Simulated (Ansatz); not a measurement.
# CH4AlBF2Si: a ladder of functionals and wavefunction methods

Aim: compute CH4AlBF2Si with functionals from several rungs and with coupled cluster, and see how far each lands from CCSD(T) at the basis-set limit for the atomisation energy.

Method: functionals in def2-TZVPP, the program's frozen cores in correlated methods; program: Ansatz 0.2.0, Gaussian basis.

Plan: PBE-D4, r2SCAN-D4, PBE0-D4, B3LYP-D4, ωB97X-V, ωB97M-V, B2PLYP; CCSD(T)/def2-TZVPP; MP2/def2-QZVPP; extrapolation to the limit.

## (1) Structure used throughout

The geometry comes from an earlier relaxation with PBE0-D4 in a triple-zeta def2 set; it is a stationary point, not always the lowest conformer.

SMILES `FC1[BH][Al]([F])[SiH2]1`, 10 atoms, charge 0, spin multiplicity 1.

Atoms are counted from 1 here; the program's logs count them from 0.

Bond lengths: F1–C2 1.380 Å, C2–B3 1.537 Å, C2–Si6 1.976 Å, C2–H7 1.115 Å, B3–Al4 2.124 Å, B3–H8 1.193 Å, Al4–F5 1.646 Å, Al4–Si6 2.426 Å, Si6–H9 1.487 Å, Si6–H10 1.491 Å. Angles: F1–C2–B3 120.7°, F1–C2–Si6 118.3°, F1–C2–H7 108.6°, B3–C2–Si6 103.7°, B3–C2–H7 108.0°, Si6–C2–H7 94.1°, C2–B3–Al4 93.3°, C2–B3–H8 124.0°, Al4–B3–H8 139.7°, B3–Al4–F5 143.8°, B3–Al4–Si6 74.8°, F5–Al4–Si6 141.4°, C2–Si6–Al4 74.6°, C2–Si6–H9 108.8°, C2–Si6–H10 110.2°, Al4–Si6–H9 133.4°, Al4–Si6–H10 113.4°, H9–Si6–H10 108.6°.

## (2) PBE-D4 (GGA)

Contents of in.yaml:

```yaml
crystal:
  periodic: [false, false, false]
  atoms:
    - {symbol: F, position_ang: [-0.074440, 0.688979, 2.226016]}
    - {symbol: C, position_ang: [-0.326788, 0.311957, 0.922683]}
    - {symbol: B, position_ang: [-0.685741, -1.143191, 0.583317]}
    - {symbol: Al, position_ang: [-0.457792, -0.841205, -1.507158]}
    - {symbol: F, position_ang: [-0.941448, -1.376594, -2.986718]}
    - {symbol: Si, position_ang: [0.987184, 0.807137, -0.466933]}
    - {symbol: H, position_ang: [-1.128391, 0.968368, 0.511560]}
    - {symbol: H, position_ang: [-0.692961, -2.031919, 1.378810]}
    - {symbol: H, position_ang: [1.068603, 2.289750, -0.544560]}
    - {symbol: H, position_ang: [2.334673, 0.275517, -0.114116]}
basis:
  gaussian: {orbitals: def2-TZVPP}
hamiltonian: {xc: pbe, dispersion: d4}
output: {forces: true, orbitals: {seedname: orbitals}}
```

Started as:

```
$ ansatz run in.yaml --threads 4 --pin off --events-out ev --progress --plain --max-ram 10444MiB
```

Further steps of the session: r2SCAN-D4 (meta-GGA); PBE0-D4 (hybrid); B3LYP-D4 (hybrid); ωB97X-V (range-separated); ωB97M-V (range-separated); B2PLYP (double hybrid); CCSD(T) in def2-TZVPP; MP2 in def2-QZVPP.

Before running them: what should the planned runs give, taken together? Wanted: atomisation energy, CCSD(T)/CBS; farthest; mean size of error, hybrid; mean size of error, range-separated; gap, smallest and largest; T1 diagnostic; triples share of the correlation energy.

The runs gave:

| quantity | value |
| --- | --- |
| atomisation energy, CCSD(T)/CBS | 3466.3 kJ/mol |
| functionals within 17.3 kJ/mol (0.5 %) | PBE0-D4, B3LYP-D4, ωB97M-V |
| farthest | PBE-D4 (+85.6 kJ/mol) |
| mean size of error, hybrid | 12.2 kJ/mol |
| mean size of error, range-separated | 20.5 kJ/mol |
| gap, smallest and largest | 2.05 eV (PBE-D4), 8.20 eV (ωB97X-V) |
| T1 diagnostic | 0.0154 |
| triples share of the correlation energy | 3.6 % |

**Reading.** PBE-D4 misses by +85.6 kJ/mol. Double hybrids carry the basis error of their MP2 part in triple zeta, and no dispersion term here, so their miss is partly the set-up's. The reference freezes the cores and leaves out relativity and excitations past (T), so misses under about 17.3 kJ/mol can't be ranked. Hartree-Fock recovers 73 % of the binding; the rest is correlation. Orbital gaps span 2.0 to 8.2 eV; exact exchange widens them.
